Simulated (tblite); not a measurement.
# C4H13GaO2Si: the cost of one run

Computed with tblite 0.8.0 and PySCF 2.14.0, with density-fitted response routines of our own, on a single molecule, in the gas phase or a continuum. Atoms are numbered from 0 throughout.

### Step 1. Starting geometry

21 atoms, charge 0, multiplicity 1; geometry from: force field or distance geometry start.

Bonds of the start (Å): Si0–O1 1.75, O1–C2 1.40, C2–C3 1.53, C3–C4 1.53, C4–O5 1.40, O5–Ga6 1.86, O5–C7 1.42, C7–C2 1.53, Si0–H8 1.47, Si0–H9 1.46, Si0–H10 1.48, C2–H11 1.11, C3–H12 1.11, C3–H13 1.10, C4–H14 1.11, C4–H15 1.11, Ga6–H16 1.61, Ga6–H17 1.61, Ga6–H18 1.62, C7–H19 1.11, C7–H20 1.12.

### Step 2. Geometry optimisation with GFN2-xTB

The job: settings as JSON, then the geometry in Å.

```
{"job": {"kind": "relax", "xc": "GFN2-xTB", "basis": "xTB"}, "charge": 0, "multiplicity": 1}
Si     3.159500     0.011900     0.666200
O      1.923100    -0.679400    -0.355700
C      0.932900     0.267800    -0.623000
C      0.113000    -0.163200    -1.840900
C     -1.308400    -0.287300    -1.299400
O     -1.380000     0.498500    -0.138600
Ga    -2.763300    -0.051000     0.971000
C     -0.113500     0.342000     0.492700
H      3.789900     1.145400    -0.022000
H      4.169800    -1.000700     0.964500
H      2.553200     0.470900     1.930400
H      1.330300     1.285400    -0.840600
H      0.456700    -1.142800    -2.233800
H      0.167900     0.598200    -2.637100
H     -1.529800    -1.353800    -1.106600
H     -2.031600     0.096900    -2.049400
H     -2.557500    -1.597900     1.377600
H     -4.167400     0.111900     0.202100
H     -2.771300     0.849400     2.315500
H      0.091000     1.207200     1.157700
H     -0.073500    -0.592600     1.100100
```

On the command line:

```sh
> OMP_NUM_THREADS=1 python probes_run.py task.json out
```

This one command runs all jobs of the session in turn.

**Question.** How long does this first job take on 1 thread of Arm Neoverse V2, shared host, and how much memory does it need?

About 1.8 s, with a peak of 0.18 GiB.
